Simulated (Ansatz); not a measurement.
# InSb3 (Pm-3m) in Ansatz: a series of runs

The runs below take InSb3 through relaxation of cell and atoms, with r2SCAN.

Program: Ansatz 0.2.0. These are calculated values, not measurements. Logs are shortened: lines on timing, memory, paths and dates and some standing lists are left out, and cuts for length are marked.

## (1) The crystal as given

The structure is cubic, space group Pm-3m (No. 221). Conventional cell: a = 4.806 Å, b = 4.806 Å, c = 4.806 Å, α = 90.00°, β = 90.00°, γ = 90.00°. Sb (site symmetry 4/mmm) has 8 Sb at 3.40 Å and 4 In at 3.40 Å as nearest neighbours. Around In (site symmetry m-3m) lie 12 Sb at 3.40 Å.

The cell comes from a database or a generator and needn't be the stable form of this composition.

## (2) Relaxation of cell and atoms, r2SCAN

The input, input.yaml:

```yaml
crystal:
  lattice:
    - [4.806367, 0.0, 0.0]
    - [0.0, 4.806367, 0.0]
    - [0.0, 0.0, 4.806367]
  atoms:
    - { symbol: Sb, position: [0.5, 0.5, 0.0] }
    - { symbol: Sb, position: [0.0, 0.5, 0.5] }
    - { symbol: Sb, position: [0.5, 0.0, 0.5] }
    - { symbol: In, position: [0.0, 0.0, 0.0] }
hamiltonian:
  xc: r2scan
  pseudopotentials: { kind: paw }
kpoints:
  mp_grid: { grid: [6, 6, 6] }
scf:
  occupations: { method: fermi_dirac, width: 0.05 }
output:
  forces: true
  stress: true
  eigenvalues: true
relax:
  f_tol: 0.01
  max_steps: 40
  cell: { stress_tol: 0.05 }
```

Potentials or basis: Ansatz PAW.

Run with:

```bash
$ ansatz run input.yaml --threads 2 --pin off --max-ram 5632MiB --backend cpu --events-out ev --progress --plain --runs-dir out
```

The program printed:

```text
Warning: RAYON_NUM_THREADS=2 ignored (pool sized by the plan → 2); use --threads N
Engine: ansatz 0.2.0, x86_64-unknown-linux-gnu
Pseudopotentials: kind: paw
Pseudopotential: Sb, paw, valence charge 15, recommended cutoff 500 eV (meta_gga), Sb.paw.azcp
Pseudopotential: In, paw, valence charge 13, recommended cutoff 500 eV (meta_gga), In.paw.azcp
Functional definition: r2SCAN
  parameter k0 = 0.174
  parameter k1 = 0.065
  parameter a1 = 4.9479
  exchange = r2scan_x(k0 = k0, k1 = k1, a1 = a1)
  correlation = r2scan_c
Crystal: 4 atoms, lattice volume = 111.033 Å³
Basis set: ecut = 500 eV, 2801 PW (Γ), exchange–correlation on 144×144×144 points (64 copies of the dense FFT grid, shifted against one another)
Bands: 35, of which v1, the nominal top of the filled ones, is band 29 counted from 1 (28 counted from 0)
Symmetry: 48 space group operations
Space group: Pm-3m (ITA 221), of the structure as read, at distance tolerance 4.8e-5 Å
k-points: 20 of 216
Non-local potential: Sb, projectors of the file, l = 0: 2, l = 1: 2, l = 2: 2, l = 3: 2
Non-local potential: In, projectors of the file, l = 0: 2, l = 1: 2, l = 2: 2, l = 3: 2
PAW form: soft (Blöchl's): semilocal exchange-correlation on the pseudo side does not see the compensation charge
PAW frozen core: Sb, regenerated for the run's functional (the file was generated under x = pbe(κ = 0.804, μ = 0.2195149727645171), c = pbe(β = 0.06672455060314922))
PAW frozen core: In, regenerated for the run's functional (the file was generated under x = pbe(κ = 0.804, μ = 0.2195149727645171), c = pbe(β = 0.06672455060314922))
PAW one-centre angular grid: Sb, 590 points (default); XC on 160 Gauss nodes
PAW one-centre angular grid: In, 590 points (default); XC on 289 of its mesh's 2783 points in the sphere
Initial density: superposition of atomic densities (neutral atoms: chi_scale 0, normalization atom), corrected by the library's trained network
Initial wavefunctions: pseudopotential atomic-orbital guess
Functional: x = r2scan, c = r2scan; τ floored in thin density (d = 2e-4 eV/Å³)
SCF iter   1: F=—  HF=-25108.040036 eV  |F-HF|=—  |Δ(HF+E_count)|=         —  Δρ=5.63e-3  dr2=2.55e-2  dr2_τ=8.15e-4  ethr=1.77e-3  ⟨swp⟩=7.3  Hψ=3019  notcnv=0
preconditioner: auto → Resta (q_TF=auto, 2.448 Å⁻¹)  ε∞=3.8  [insulator: Δε(μ)=0.182 eV  Ē_g=11.234 eV  σ=0.050 eV  W_gap=0.61  n_scr=26 (ndim 8)  ℏωp=18.6 eV  f_vac=0.000  D(μ)=1.90/eV (n_scr^D=6)  ε∞_Penn≈3.8]
SCF iter   2: F=—  HF=-25108.059584 eV  |F-HF|=—  |Δ(HF+E_count)|=   1.95e-2  Δρ=2.46e-3  dr2=7.09e-3  dr2_τ=1.32e-4  ethr=4.39e-5  ⟨swp⟩=2.0  Hψ=1394  notcnv=0  defer=11
SCF iter   3: F=—  HF=-25108.061010 eV  |F-HF|=—  |Δ(HF+E_count)|=   1.43e-3  Δρ=8.04e-4  dr2=6.78e-4  dr2_τ=2.57e-5  ethr=1.22e-5  ⟨swp⟩=2.0  Hψ=845  notcnv=0  defer=11
SCF iter   4: F=—  HF=-25108.061341 eV  |F-HF|=—  |Δ(HF+E_count)|=   3.31e-4  Δρ=1.84e-4  dr2=3.72e-5  dr2_τ=4.90e-7  ethr=1.17e-6  ⟨swp⟩=2.0  Hψ=969  notcnv=0  defer=11
SCF iter   5: F=—  HF=-25108.061387 eV  |F-HF|=—  |Δ(HF+E_count)|=   4.57e-5  Δρ=4.26e-5  dr2=2.26e-6  dr2_τ=3.38e-8  ethr=6.41e-8  ⟨swp⟩=2.0  Hψ=916  notcnv=0  defer=11
SCF iter   6: F=-25108.061389 eV  HF=-25108.061389 eV  |F-HF|=2.51e-8  |Δ(HF+E_count)|=   1.94e-6  Δρ=6.35e-6  dr2=4.72e-8  dr2_τ=5.94e-10  ethr=1.72e-10  ⟨swp⟩=6.6  Hψ=3545  notcnv=0
SCF 1 converged in 6 iterations: F = -25108.061389 eV  dr2 = 4.72e-8
[... 40 lines left out ...]
E sigma→0 (E₀):  -25108.055334 eV
Entropy (-TS):   -0.016463 eV (-4.116 meV/atom)
Fermi energy:    10.865764 eV
--- Per-component energies (eV) ---
  E_band       = -517.296302
  E_kinetic    = 857.270637
  E_local      = -5475.861375  (includes V_loc(G=0)·N_el)
  E_nonlocal   = 1453.213459
  E_hartree    = 2428.099286
  E_xc         = -582.903431
  E_vxc        = -415.450716  (∫ρ·V_xc dr)
  E_paw        = -17983.324544  (= ΣΔE_a)
  E_vpaw       = -1821.368396  (= ΣTr[D̂ρ^β])
  E_aug_tail   = 0.000006  (compensation charges beyond the density's cutoff)
  E_vtau       = 28.701471  (kinetic-family band-sum trace: ∫τ·v_τ [+ j·A + Jᵃ·Aᵃ] dr)
  E_ewald      = -5807.024797
  E_core_change = 2.483657  (= ΣΔE_core)
  E_smearing   = -0.016463  (= −TS)
  E_closure    = 0.000000  (closes the sum)
  Σ components = -25108.063565   (vs F -25108.063565, Δ=0.00e0)
--- Forces (eV/Å), atoms counted from 1 ---
  atom   1  Sb     0.00000000    -0.00000000    -0.00000000
  atom   2  Sb    -0.00000000    -0.00000000    -0.00000000
  atom   3  Sb     0.00000000    -0.00000000     0.00000000
  atom   4  In    -0.00000000    -0.00000000     0.00000000
  max |Σ_I F_I| component: 1.02e-29 eV/Å
--- Stress (GPa, compression-positive) ---
       -0.004852      -0.000000       0.000000
       -0.000000      -0.004852      -0.000000
        0.000000      -0.000000      -0.004852
  P = ⅓ Tr σ = -0.0049 GPa (-0.049 kbar)
--- Band table (eV; the first three rows and the last of 20) ---
  k-point 0: bands = ["-19.2451", "-19.2451", "-19.2451", "-19.2368", "-19.1946", "-19.1946", "-19.1736", "-19.1736", "-19.1736", "-19.1733", "-19.1733", "-19.1324", "-19.1290", "-19.1290", "-19.1290", "-4.3436", "-4.3436", "-4.3247", "-4.3247", "-4.3247", "-1.9571", "3.2166", "3.2166", "6.2442", "6.2442", "6.2442", "7.3356", "11.2870", "11.2870", "11.2870", "12.7538", "12.7538", "12.7538", "16.1600", "16.1600"]
  k-point 1: bands = ["-19.2444", "-19.2377", "-19.2377", "-19.2329", "-19.1943", "-19.1908", "-19.1768", "-19.1744", "-19.1738", "-19.1738", "-19.1732", "-19.1367", "-19.1367", "-19.1359", "-19.1290", "-4.3422", "-4.3397", "-4.3281", "-4.3281", "-4.3246", "-1.7765", "2.4284", "3.2561", "6.2420", "6.4541", "6.4541", "8.5019", "10.7798", "10.8192", "10.8192", "11.9494", "12.5104", "12.5104", "16.4191", "16.5094"]
  k-point 2: bands = ["-19.2429", "-19.2230", "-19.2173", "-19.2173", "-19.1937", "-19.1859", "-19.1813", "-19.1759", "-19.1746", "-19.1746", "-19.1731", "-19.1570", "-19.1570", "-19.1450", "-19.1289", "-4.3395", "-4.3350", "-4.3350", "-4.3320", "-4.3245", "-1.2537", "1.0902", "3.3397", "6.4452", "7.0572", "7.0572", "9.5496", "9.5496", "10.0195", "10.2119", "11.3300", "12.8074", "12.8074", "15.5170", "15.9006"]
  k-point 19: bands = ["-19.2183", "-19.2183", "-19.2183", "-19.2112", "-19.2112", "-19.2112", "-19.2023", "-19.1739", "-19.1739", "-19.1739", "-19.1647", "-19.1647", "-19.1342", "-19.1342", "-19.1342", "-4.3611", "-4.3611", "-4.3611", "-4.3102", "-4.3102", "1.5210", "1.5210", "1.5210", "4.8965", "5.5693", "5.5693", "5.5693", "5.9723", "14.6382", "14.6382", "14.6801", "14.6801", "14.6801", "17.7265", "17.7265"]
--- Relaxed structure (3 steps of the walk, 3 accepted, 1 SCFs on fresh bases) ---
  F+E_penalty+E_count = -25108.06356509 eV   max|allowed force component| = 7.971e-30 eV/Å   (the final SCF, on the basis selected at the relaxed cell)
  cell:  # Å, volume = 109.8386 Å³
    - [4.7890746588023125, 7.52316384526264e-37, -4.49383653690355e-34]
    - [7.52316384526264e-37, 4.7890746588023125, 0.0]
    - [-1.6049416203226964e-34, 0.0, 4.7890746588023125]
  atoms:
    - { symbol: Sb, position: [0.5, 0.5, -8.916624092694713e-41] }
    - { symbol: Sb, position: [1.528564105857896e-40, 0.5, 0.5] }
    - { symbol: Sb, position: [0.5, 7.642819532807624e-41, 0.5] }
    - { symbol: In, position: [-5.095218849084235e-41, -1.2738033541698395e-40, 6.369017382991257e-41] }
```

Run time: 7.1 s. Hardware: 2 threads of AMD EPYC 9R45 (Zen 5), shared host; peak memory 0.69 GiB.

Results:

```yaml
Free_energy: -25108.0636 eV
Relaxed_volume: 27.46 Å³/atom
Relaxed_cell: a = 4.789 Å, b = 4.789 Å, c = 4.789 Å, α = 90.00°, β = 90.00°, γ = 90.00°
Space_group_after_relaxing_to_0.05_Å: Pm-3m (No. 221)
Energy_gained_by_relaxing: 0.5 meV/atom
Ionic_steps: 4
Pressure_after_relaxing: 0.0 GPa
Band_gap_on_the_k_mesh: none (metal or under the smearing width)
```

Step by step:
| step | energy change (eV) | largest force (eV/Å) | volume (Å³) |
| --- | --- | --- | --- |
| 1 | 0.0000 | 0.0000 | 111.03 |
| 2 | -0.0020 | 0.0000 | 109.39 |
| 3 | -0.0023 | 0.0000 | 109.84 |
| 4 | -0.0022 | 0.0000 | 109.84 |

Final structure:
```yaml
crystal:
  lattice:
    - [4.78907, 0.00000, 0.00000]
    - [0.00000, 4.78907, 0.00000]
    - [0.00000, 0.00000, 4.78907]
  atoms:
    - { symbol: Sb, position: [0.50000, 0.50000, 0.00000] }
    - { symbol: Sb, position: [0.00000, 0.50000, 0.50000] }
    - { symbol: Sb, position: [0.50000, 0.00000, 0.50000] }
    - { symbol: In, position: [0.00000, 0.00000, 0.00000] }
```

Caveat: the plane-wave basis is chosen anew once the cell has moved, so the energies of steps on either side of that aren't comparable; the PAW data sets come from PBE, with cores solved anew for the run's functional, which leaves a small shift of forces and pressure.

## (3) Relaxation of cell and atoms, r2SCAN, target pressure 2 GPa, at which the enthalpy is minimised

Edit input.yaml of step 2 so:

```diff
@@ -21,2 +21,6 @@
   eigenvalues: true
+  write_density: true
+  write_potential: true
+  elf: true
+  volumetric_format: npy
 relax:
@@ -24,2 +28,2 @@
   max_steps: 40
-  cell: { stress_tol: 0.05 }
+  cell: { stress_tol: 0.05, p_target: 2.0 }
```

Potentials or basis: Ansatz PAW.

Run with:

```bash
$ ansatz run input.yaml --threads 2 --pin off --max-ram 5632MiB --backend cpu --events-out ev --progress --plain --runs-dir out
```

The program printed:

```text
Warning: RAYON_NUM_THREADS=2 ignored (pool sized by the plan → 2); use --threads N
[... 7 set-up lines as earlier in the session ...]
[... 113 lines left out ...]
  k-point 2: bands = ["-18.7336", "-18.7100", "-18.7050", "-18.7050", "-18.6806", "-18.6675", "-18.6665", "-18.6600", "-18.6583", "-18.6583", "-18.6529", "-18.6367", "-18.6367", "-18.6254", "-18.6049", "-3.8333", "-3.8282", "-3.8282", "-3.8251", "-3.8158", "-0.9579", "1.4807", "3.9248", "6.9834", "7.4428", "7.4428", "10.0164", "10.0164", "10.5056", "10.7690", "11.8740", "13.4049", "13.4049", "16.2836", "16.5699"]
  k-point 19: bands = ["-18.7054", "-18.7054", "-18.7054", "-18.6988", "-18.6988", "-18.6988", "-18.6904", "-18.6549", "-18.6549", "-18.6549", "-18.6472", "-18.6472", "-18.6120", "-18.6120", "-18.6120", "-3.8592", "-3.8592", "-3.8592", "-3.7993", "-3.7993", "1.9928", "1.9928", "1.9928", "5.2018", "5.8941", "5.8941", "5.8941", "6.4238", "15.3488", "15.3488", "15.4002", "15.4002", "15.4002", "18.4641", "18.4641"]
--- Relaxed structure (4 steps of the walk, 4 accepted, 1 SCFs on fresh bases) ---
  F+E_penalty+E_count = -25108.04139008 eV   max|allowed force component| = 1.204e-29 eV/Å   (the final SCF, on the basis selected at the relaxed cell)
  cell:  # Å, volume = 106.1466 Å³
    - [4.734803832776439, 1.277934765181947e-33, -2.567906592516315e-34]
    - [-2.6280919032784154e-34, 4.734803832776439, -1.2839532962581572e-34]
    - [-1.0271626370065257e-33, -1.2839532962581572e-34, 4.734803832776439]
  atoms:
    - { symbol: Sb, position: [0.5, 0.5, -4.076170750688703e-40] }
    - { symbol: Sb, position: [3.006175904029451e-39, 0.5, 0.5] }
    - { symbol: Sb, position: [0.5, -3.207584928581644e-47, 0.5] }
    - { symbol: In, position: [-4.3309315068654716e-39, 2.0380854042544193e-40, -2.8471723685835988e-49] }
```

Wall time 9.6 s (2 threads of AMD EPYC 9R45 (Zen 5), shared host); peak memory 0.71 GiB.

What came out:

| Item | Value |
| --- | --- |
| Free energy | -25108.0414 eV |
| Relaxed volume | 26.54 Å³/atom |
| Relaxed cell | a = 4.735 Å, b = 4.735 Å, c = 4.735 Å, α = 90.00°, β = 90.00°, γ = 90.00° |
| Space group after relaxing (to 0.05 Å) | Pm-3m (No. 221) |
| Energy change on relaxing (the enthalpy is what falls) | +5.0 meV/atom |
| Ionic steps | 5 |
| Pressure after relaxing | 2.0 GPa |
| Band gap on the k mesh | none (metal or under the smearing width) |

Step by step:
| step | energy change (eV) | largest force (eV/Å) | volume (Å³) |
| --- | --- | --- | --- |
| 1 | 0.0000 | 0.0000 | 111.03 |
| 2 | 0.0593 | 0.0000 | 103.80 |
| 3 | 0.0176 | 0.0000 | 106.32 |
| 4 | 0.0197 | 0.0000 | 106.15 |
| 5 | 0.0200 | 0.0000 | 106.15 |

Final structure:
```
Sb In
1.0
     4.73480    0.00000    0.00000
     0.00000    4.73480    0.00000
     0.00000    0.00000    4.73480
Sb In
3 1
Direct
  0.50000 0.50000 0.00000
  0.00000 0.50000 0.50000
  0.50000 0.00000 0.50000
  0.00000 0.00000 0.00000
```

Caveat: the plane-wave basis is chosen anew once the cell has moved, so the energies of steps on either side of that aren't comparable; the PAW data sets come from PBE, with cores solved anew for the run's functional, which leaves a small shift of forces and pressure.

(Continued in part 2 of 2.)
